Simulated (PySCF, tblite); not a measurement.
# diethylsilane (C₄H₁₂Si): a rotation path, then NMR shifts on frames, part 2 of 2

tblite 0.8.0 and PySCF 2.14.0. Atoms count from 0. Earlier steps stand in the parts before.

**5. Shielding tensors: image 4, PBE0/pcSseg-1**

Job settings and geometry (Å):

```
{"job": {"kind": "nmr", "xc": "PBE0", "basis": "pcSseg-1", "pop": false}, "charge": 0, "multiplicity": 1}
C      2.310800     0.445500    -0.380300
C      1.351600     0.005300     0.720800
Si    -0.022200    -1.172000     0.102700
C     -1.732400    -0.383500     0.400400
C     -2.019000     0.805100    -0.511800
H      1.779700     0.984800    -1.161800
H      3.086700     1.098700     0.017300
H      2.792800    -0.417800    -0.833400
H      0.909300     0.893300     1.177700
H      1.928200    -0.485500     1.506600
H      0.055200    -2.450700     0.823700
H      0.146300    -1.431900    -1.333800
H     -2.506200    -1.138700     0.254200
H     -1.814000    -0.060200     1.440300
H     -3.000100     1.230800    -0.304000
H     -1.276300     1.588500    -0.372400
H     -1.997400     0.500300    -1.555900
```

With the program's defaults for keys left out, this is: GIAO PBE0/pcSseg-1 NMR shielding, non-relativistic, gas phase.

The program printed:

```text
coarse grid: 13408 points
cycle   1  E = -448.7060448176  dE =  7.692e-02  |g| = 4.455e-01  |ddm| = 3.370e+00
cycle   2  E = -448.6869422323  dE =  1.910e-02  |g| = 5.241e-01  |ddm| = 8.067e-01
cycle   3  E = -448.7592324888  dE = -7.229e-02  |g| = 2.640e-02  |ddm| = 4.542e-01
cycle   4  E = -448.7593981053  dE = -1.656e-04  |g| = 8.753e-03  |ddm| = 3.725e-02
cycle   5  E = -448.7594152068  dE = -1.710e-05  |g| = 3.508e-03  |ddm| = 1.077e-02
cycle   6  E = -448.7594181020  dE = -2.895e-06  |g| = 4.259e-04  |ddm| = 2.754e-03
final grid: 121224 points
cycle   7  E = -448.7889672485  dE = -2.612e-05  |g| = 8.068e-03  |ddm| = 2.017e-02
cycle   8  E = -448.7889597181  dE =  7.530e-06  |g| = 9.713e-03  |ddm| = 1.397e-02
cycle   9  E = -448.7889840693  dE = -2.435e-05  |g| = 3.029e-04  |ddm| = 7.785e-03
cycle  10  E = -448.7889840868  dE = -1.743e-08  |g| = 1.140e-04  |ddm| = 3.671e-04
cycle  11  E = -448.7889840897  dE = -2.871e-09  |g| = 3.038e-05  |ddm| = 9.699e-05
cycle  12  E = -448.7889840899  dE = -2.236e-10  |g| = 4.566e-06  |ddm| = 3.437e-05
converged SCF energy = -448.7889840899

GIAO shielding tensors (ppm)
atom      isotropic    diamagn.    paramagn.     s11        s22        s33       span
  0 C      172.003     245.985     -73.982    161.314    169.425    185.270     23.956
  1 C      182.974     253.133     -70.159    175.777    180.298    192.847     17.070
  2 Si     378.276     881.168    -502.893    335.283    381.862    417.682     82.400
  3 C      179.150     252.058     -72.908    174.700    179.103    183.647      8.948
  4 C      175.523     247.640     -72.117    165.519    173.691    187.359     21.840
  5 H       30.679      30.847      -0.168     25.950     29.962     36.124     10.174
  6 H       30.319      28.295       2.023     25.186     27.626     38.145     12.960
  7 H       30.690      29.352       1.339     26.302     28.766     37.003     10.701
  8 H       31.097      33.535      -2.437     26.733     29.984     36.576      9.843
  9 H       30.778      31.215      -0.436     25.678     29.142     37.514     11.836
 10 H       27.429      30.198      -2.769     23.714     25.830     32.744      9.030
 11 H       27.981      30.878      -2.897     24.906     26.951     32.085      7.180
 12 H       30.974      30.334       0.641     25.708     29.037     38.178     12.470
 13 H       31.132      31.865      -0.733     27.119     29.024     37.254     10.134
 14 H       30.251      28.529       1.722     25.047     27.625     38.083     13.036
 15 H       30.647      31.922      -1.275     25.754     30.413     35.775     10.022
 16 H       30.747      30.519       0.228     26.525     28.816     36.900     10.374
```

Run time: 15 s. Hardware: 1 thread of Intel Xeon Platinum 8488C, shared host; peak memory 0.78 GiB.

Key values: δ C0 14.9, C4 11.4, C3 7.8, C1 4.0, H10 4.29, H11 3.74 ppm.

**6. Shielding tensors: image 6, PBE0/pcSseg-1**

Job settings and geometry (Å):

```
{"job": {"kind": "nmr", "xc": "PBE0", "basis": "pcSseg-1", "pop": false}, "charge": 0, "multiplicity": 1}
C      2.043300     0.626800    -0.369200
C      1.423700    -0.170400     0.774300
Si    -0.035300    -1.275800     0.231200
C     -1.676700    -0.316500     0.382400
C     -1.834700     0.787900    -0.657700
H      1.312800     1.292700    -0.823300
H      2.877400     1.231200    -0.014600
H      2.413900    -0.042800    -1.142200
H      1.095000     0.521900     1.552700
H      2.201100    -0.789100     1.225500
H     -0.095000    -2.465700     1.092000
H      0.158600    -1.699100    -1.162400
H     -2.510300    -1.014600     0.287300
H     -1.758200     0.120700     1.379800
H     -2.786500     1.305300    -0.540300
H     -1.040200     1.525000    -0.562500
H     -1.795800     0.374300    -1.662900
```

With the program's defaults for keys left out, this is: GIAO PBE0/pcSseg-1 NMR shielding, non-relativistic, gas phase.

The program printed:

```text
coarse grid: 13408 points
cycle   1  E = -448.7061668363  dE =  7.919e-02  |g| = 4.465e-01  |ddm| = 3.374e+00
cycle   2  E = -448.6860182345  dE =  2.015e-02  |g| = 5.284e-01  |ddm| = 8.129e-01
cycle   3  E = -448.7594644569  dE = -7.345e-02  |g| = 2.791e-02  |ddm| = 4.608e-01
cycle   4  E = -448.7596527321  dE = -1.883e-04  |g| = 8.428e-03  |ddm| = 3.853e-02
cycle   5  E = -448.7596685661  dE = -1.583e-05  |g| = 3.327e-03  |ddm| = 1.034e-02
cycle   6  E = -448.7596711851  dE = -2.619e-06  |g| = 4.458e-04  |ddm| = 2.756e-03
final grid: 121224 points
cycle   7  E = -448.7896973949  dE = -3.029e-05  |g| = 8.405e-03  |ddm| = 2.239e-02
cycle   8  E = -448.7896890422  dE =  8.353e-06  |g| = 1.015e-02  |ddm| = 1.459e-02
cycle   9  E = -448.7897156383  dE = -2.660e-05  |g| = 3.543e-04  |ddm| = 8.171e-03
cycle  10  E = -448.7897156642  dE = -2.594e-08  |g| = 1.168e-04  |ddm| = 4.295e-04
cycle  11  E = -448.7897156671  dE = -2.914e-09  |g| = 3.950e-05  |ddm| = 1.092e-04
cycle  12  E = -448.7897156675  dE = -3.829e-10  |g| = 4.380e-06  |ddm| = 4.196e-05
converged SCF energy = -448.7897156675

GIAO shielding tensors (ppm)
atom      isotropic    diamagn.    paramagn.     s11        s22        s33       span
  0 C      171.822     247.134     -75.312    162.564    167.398    185.503     22.938
  1 C      180.155     252.477     -72.323    175.586    178.238    186.640     11.055
  2 Si     381.015     880.835    -499.820    344.658    383.947    414.439     69.781
  3 C      178.048     252.026     -73.977    173.717    177.766    182.663      8.946
  4 C      173.878     247.947     -74.069    165.432    170.583    185.619     20.187
  5 H       30.588      31.585      -0.997     25.369     30.699     35.695     10.326
  6 H       30.243      28.633       1.610     25.154     27.536     38.040     12.886
  7 H       30.630      30.072       0.558     26.501     28.697     36.692     10.191
  8 H       31.039      32.664      -1.625     27.336     29.196     36.587      9.251
  9 H       30.825      30.585       0.240     25.511     29.105     37.859     12.348
 10 H       27.469      29.928      -2.459     23.681     25.758     32.968      9.287
 11 H       27.888      30.581      -2.693     25.001     26.433     32.229      7.228
 12 H       30.895      30.268       0.627     25.699     28.949     38.038     12.339
 13 H       31.020      31.890      -0.870     27.217     28.891     36.952      9.735
 14 H       30.219      28.742       1.477     25.059     27.600     37.999     12.939
 15 H       30.569      32.033      -1.464     25.423     30.581     35.703     10.280
 16 H       30.672      30.638       0.034     26.675     28.793     36.549      9.874
```

Wall time 14 s (1 thread of Intel Xeon Platinum 8488C, shared host); peak memory 0.78 GiB.

Key values: δ C0 15.1, C4 13.0, C3 8.9, C1 6.8, H10 4.25, H11 3.83 ppm.

**7. Nuclear shieldings: image 8, PBE0/pcSseg-1**

Job settings and geometry (Å):

```
{"job": {"kind": "nmr", "xc": "PBE0", "basis": "pcSseg-1", "pop": false}, "charge": 0, "multiplicity": 1}
C      1.900200     0.804700    -0.158300
C      1.548900    -0.358400     0.763700
Si    -0.044800    -1.286800     0.278000
C     -1.583000    -0.159000     0.367300
C     -1.838800     0.655900    -0.897300
H      1.130600     1.572300    -0.120900
H      2.844600     1.262600     0.133900
H      1.994000     0.464000    -1.187300
H      1.463600     0.014200     1.786600
H      2.378900    -1.067100     0.767600
H     -0.221200    -2.402000     1.220200
H      0.095400    -1.818700    -1.085200
H     -2.461100    -0.777300     0.561600
H     -1.496600     0.523200     1.215500
H     -2.739500     1.259800    -0.792300
H     -1.007900     1.324600    -1.108100
H     -1.970200     0.000100    -1.755000
```

Level: GIAO PBE0/pcSseg-1 NMR shielding, non-relativistic, gas phase.

The program printed:

```text
coarse grid: 13408 points
cycle   1  E = -448.7075143460  dE =  7.707e-02  |g| = 4.451e-01  |ddm| = 3.373e+00
cycle   2  E = -448.6878382473  dE =  1.968e-02  |g| = 5.257e-01  |ddm| = 8.068e-01
cycle   3  E = -448.7604432362  dE = -7.260e-02  |g| = 2.808e-02  |ddm| = 4.568e-01
cycle   4  E = -448.7606355822  dE = -1.923e-04  |g| = 8.198e-03  |ddm| = 3.855e-02
cycle   5  E = -448.7606505056  dE = -1.492e-05  |g| = 3.268e-03  |ddm| = 1.012e-02
cycle   6  E = -448.7606530400  dE = -2.534e-06  |g| = 4.325e-04  |ddm| = 2.722e-03
final grid: 121224 points
cycle   7  E = -448.7902409782  dE = -3.158e-05  |g| = 8.386e-03  |ddm| = 2.420e-02
cycle   8  E = -448.7902326292  dE =  8.349e-06  |g| = 1.013e-02  |ddm| = 1.442e-02
cycle   9  E = -448.7902591145  dE = -2.649e-05  |g| = 3.359e-04  |ddm| = 8.154e-03
cycle  10  E = -448.7902591367  dE = -2.220e-08  |g| = 1.190e-04  |ddm| = 3.892e-04
cycle  11  E = -448.7902591398  dE = -3.053e-09  |g| = 3.707e-05  |ddm| = 1.088e-04
cycle  12  E = -448.7902591401  dE = -3.351e-10  |g| = 4.046e-06  |ddm| = 4.099e-05
converged SCF energy = -448.7902591401

GIAO shielding tensors (ppm)
atom      isotropic    diamagn.    paramagn.     s11        s22        s33       span
  0 C      174.193     248.090     -73.897    166.959    170.475    185.144     18.185
  1 C      178.097     251.872     -73.775    173.190    180.215    180.887      7.697
  2 Si     382.948     880.719    -497.770    345.340    386.029    417.476     72.136
  3 C      180.297     252.362     -72.065    176.394    178.832    185.664      9.269
  4 C      172.478     247.194     -74.716    163.763    167.714    185.957     22.193
  5 H       30.573      32.066      -1.492     25.627     30.383     35.710     10.083
  6 H       30.228      28.773       1.455     25.036     27.667     37.983     12.947
  7 H       30.684      30.905      -0.220     26.740     28.958     36.355      9.615
  8 H       30.944      31.590      -0.646     26.913     28.882     37.038     10.125
  9 H       30.906      30.230       0.676     25.785     28.933     38.000     12.214
 10 H       27.486      29.843      -2.357     23.688     25.795     32.975      9.287
 11 H       27.813      30.394      -2.581     24.706     26.363     32.370      7.664
 12 H       30.860      30.500       0.360     25.471     29.155     37.953     12.482
 13 H       30.986      32.499      -1.513     27.302     29.056     36.600      9.298
 14 H       30.258      28.661       1.598     25.171     27.565     38.040     12.869
 15 H       30.589      31.693      -1.104     25.278     30.760     35.730     10.452
 16 H       30.650      30.167       0.483     26.557     28.700     36.693     10.135
```

Wall time 14 s (1 thread of Intel Xeon Platinum 8488C, shared host); peak memory 0.78 GiB.

This run: δ C4 14.4, C0 12.7, C1 8.8, C3 6.6, H10 4.23, H11 3.90 ppm.

**8. Run by run: NMR shifts**

Shifts (ppm) of some atoms, chosen among heavy atoms and hydrogens apart, with basis size and wall time:

```csv
frame,C4,C0,C3,C1,H8,H9,Si2,functions,time
image 0,12.0,11.7,6.5,5.3,0.92,0.60,-30.4,152,14 s
image 2,11.3,13.2,6.3,3.7,0.75,0.78,-29.7,152,14 s
image 4,11.4,14.9,7.8,4.0,0.62,0.94,-29.1,152,15 s
image 6,13.0,15.1,8.9,6.8,0.68,0.89,-31.9,152,14 s
image 8,14.4,12.7,6.6,8.8,0.77,0.81,-33.8,152,14 s
```

**9. Outcome**

This closing draws on all 2 parts.

| quantity | value |
| --- | --- |
| barrier | 0.046 eV (1.1 kcal/mol) at image 4 |
| end to end (GFN2-xTB) | 0.029 eV |
| 13C shifts against TMS (PBE0/pcSseg-1, image 0) | 12.0, 11.7, 6.5, 5.3 ppm |
| 1H shifts against TMS (PBE0/pcSseg-1, image 0) | 4.12, 3.86, 1.48, 1.45, 1.00, 1.00, 0.95, 0.94, 0.92, 0.72, 0.61, 0.60 ppm |
| 29Si shifts against TMS (PBE0/pcSseg-1, image 0) | -30.4 ppm |
| range of the shift of C1 | 3.7 to 8.8 ppm |

What this shows: Along the band the dihedral turns by 113°, and the top (dihedral -119°) lies 1.1 kcal/mol above the start (GFN2-xTB, rough), so at room temperature this motion is fast. Ends this close can change order at a higher level. The top was not checked by a frequency run. Shifts at one fixed geometry are not the observed spectrum, which averages over the motion. In the first frame run (image 0): Shielding is most anisotropic at Si2 (span 85 ppm, paramagnetic term -502 ppm). Across the 5 runs the shift of C1 moves most, between 3.7 (image 2) and 8.8 ppm (image 8).
